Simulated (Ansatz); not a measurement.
# C3H6BNO: the cost of one run

The runs use Ansatz 0.2.0, Gaussian basis; functionals in def2-TZVPP, the program's frozen cores in correlated methods.

Levels to be run: PBE-D4, r2SCAN-D4, PBE0-D4, B3LYP-D4, ωB97X-V, ωB97M-V, B2PLYP; CCSD(T)/def2-TZVPP; MP2/def2-QZVPP; extrapolation to the limit.

## (1) The relaxed structure

The geometry comes from an earlier relaxation with PBE0-D4 in a triple-zeta def2 set; it is a stationary point, not always the lowest conformer.

SMILES `CB1COC=N1`, 12 atoms, charge 0, spin multiplicity 1.

Atoms are counted from 1 here; the program's logs count them from 0.

Bond lengths: C1–B2 1.556 Å, C1–H7 1.091 Å, C1–H8 1.098 Å, C1–H9 1.093 Å, B2–C3 1.583 Å, B2–N6 1.450 Å, C3–O4 1.448 Å, C3–H10 1.094 Å, C3–H11 1.094 Å, O4–C5 1.331 Å, C5–N6 1.280 Å, C5–H12 1.089 Å. Angles: B2–C1–H7 114.7°, B2–C1–H8 108.5°, B2–C1–H9 110.9°, H7–C1–H8 107.4°, H7–C1–H9 109.2°, H8–C1–H9 105.7°, C1–B2–C3 129.3°, C1–B2–N6 125.4°, C3–B2–N6 105.3°, B2–C3–O4 102.6°, B2–C3–H10 115.1°, B2–C3–H11 115.4°, O4–C3–H10 107.8°, O4–C3–H11 107.8°, H10–C3–H11 107.6°, C3–O4–C5 105.5°, O4–C5–N6 121.8°, O4–C5–H12 112.7° and more.

As a file:

```xyz
12
C3H6BNO
C    -0.51363   -0.96716    1.51409
B    -0.15654   -0.04506    0.31281
C     0.80125   -0.32459   -0.91619
O     0.68684    0.89435   -1.68925
C    -0.15745    1.66840   -1.01192
N    -0.68801    1.28544    0.08824
H     0.14536   -1.82810    1.63945
H    -1.53158   -1.35042    1.36779
H    -0.54394   -0.39810    2.44735
H     1.85640   -0.46037   -0.66142
H     0.50742   -1.15814   -1.56061
H    -0.32921    2.62865   -1.49633
```

## (2) PBE-D4 (GGA)

in.yaml

```yaml
crystal:
  periodic: [false, false, false]
  atoms:
    - {symbol: C, position_ang: [-0.513626, -0.967158, 1.514094]}
    - {symbol: B, position_ang: [-0.156543, -0.045063, 0.312811]}
    - {symbol: C, position_ang: [0.801247, -0.324588, -0.916195]}
    - {symbol: O, position_ang: [0.686843, 0.894350, -1.689249]}
    - {symbol: C, position_ang: [-0.157453, 1.668398, -1.011923]}
    - {symbol: N, position_ang: [-0.688010, 1.285442, 0.088237]}
    - {symbol: H, position_ang: [0.145357, -1.828103, 1.639449]}
    - {symbol: H, position_ang: [-1.531580, -1.350421, 1.367788]}
    - {symbol: H, position_ang: [-0.543943, -0.398100, 2.447350]}
    - {symbol: H, position_ang: [1.856398, -0.460365, -0.661423]}
    - {symbol: H, position_ang: [0.507419, -1.158140, -1.560610]}
    - {symbol: H, position_ang: [-0.329208, 2.628649, -1.496332]}
basis:
  gaussian: {orbitals: def2-TZVPP}
hamiltonian: {xc: pbe, dispersion: d4}
output: {forces: true, orbitals: {seedname: orbitals}}
```

On the command line:

```console
$ ansatz run in.yaml --threads 4 --pin off --events-out ev --progress --plain --max-ram 10444MiB
```

**Question.** How long does this run take on 4 threads of Arm Neoverse V1, shared host, and how much memory does it need?

About 3.1 s, with a peak of 0.34 GiB.
